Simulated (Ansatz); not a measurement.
# B7N7: the cost of one run

Program: Ansatz 0.2.0, Gaussian basis. Level of theory: RKS PBE0-D4/def2-TZVP. These are calculated values, not measurements.

Plan: a single point at PBE0-D4/def2-TZVP.

1 further run of the same task is left out (it didn't finish).

## 1. The geometry

The geometry is that of the singlet, from an earlier relaxation (PBE-D4/def2-SVP). At that level it is the lowest of the isomers that a small search found.

14 atoms, charge 0, spin multiplicity 1.

Atoms are counted from 1 here; the program's logs count them from 0.

Bond lengths: B1–N8 1.329 Å, B1–N13 1.329 Å, B2–N10 1.329 Å, B2–N11 1.329 Å, B3–N9 1.329 Å, B3–N10 1.329 Å, B4–N11 1.329 Å, B4–N13 1.329 Å, B5–N8 1.329 Å, B5–N14 1.329 Å, B6–N12 1.329 Å, B6–N14 1.329 Å, B7–N9 1.329 Å, B7–N12 1.329 Å. Angles: N8–B1–N13 177.4°, N10–B2–N11 177.4°, N9–B3–N10 177.4°, N11–B4–N13 177.4°, N8–B5–N14 177.4°, N12–B6–N14 177.4°, N9–B7–N12 177.4°, B1–N8–B5 131.3°, B3–N9–B7 131.2°, B2–N10–B3 131.3°, B2–N11–B4 131.1°, B6–N12–B7 131.1°, B1–N13–B4 131.2°, B5–N14–B6 131.2°.

Bonds by kind at the end (by distance):

```
bond  count  shortest (Å)  longest (Å)
 B–N     14         1.329        1.329
```

## 2. Single point, PBE0-D4/def2-TZVP

start.molden holds the orbitals of an earlier run on this state, given as this run's starting guess.

in.yaml reads:

```yaml
crystal:
  periodic: [false, false, false]
  atoms:
    - {symbol: B, position_ang: [2.783672, -0.169704, -0.032009]}
    - {symbol: B, position_ang: [-0.784122, -2.673339, -0.128786]}
    - {symbol: B, position_ang: [-2.581138, -1.053473, -0.031655]}
    - {symbol: B, position_ang: [1.603457, -2.280232, -0.128957]}
    - {symbol: B, position_ang: [1.867580, 2.068153, 0.089015]}
    - {symbol: B, position_ang: [-0.454589, 2.749018, 0.143068]}
    - {symbol: B, position_ang: [-2.434854, 1.359574, 0.089338]}
    - {symbol: N, position_ang: [2.833018, 1.156603, 0.034557]}
    - {symbol: N, position_ang: [-3.055946, 0.185976, 0.034939]}
    - {symbol: N, position_ang: [-2.049844, -2.269743, -0.097674]}
    - {symbol: N, position_ang: [0.498889, -3.018684, -0.156998]}
    - {symbol: N, position_ang: [-1.760714, 2.503678, 0.141786]}
    - {symbol: N, position_ang: [2.673280, -1.492436, -0.098020]}
    - {symbol: N, position_ang: [0.861311, 2.934609, 0.141397]}
basis:
  gaussian: {orbitals: def2-TZVP, initial_orbitals: start.molden}
hamiltonian: {xc: pbe0, dispersion: d4}
scf: {omitted_lower_state_checks: [starts]}
output: {orbitals: {seedname: orbitals}}
```

The run is started by

```console
$ ansatz run in.yaml --threads 4 --pin off --events-out ev --progress --plain --max-ram 6963MiB
```

What time and memory should one allow on 4 threads of Intel Xeon Platinum 8488C, shared host?

About 12 s, with a peak of 1.8 GiB.
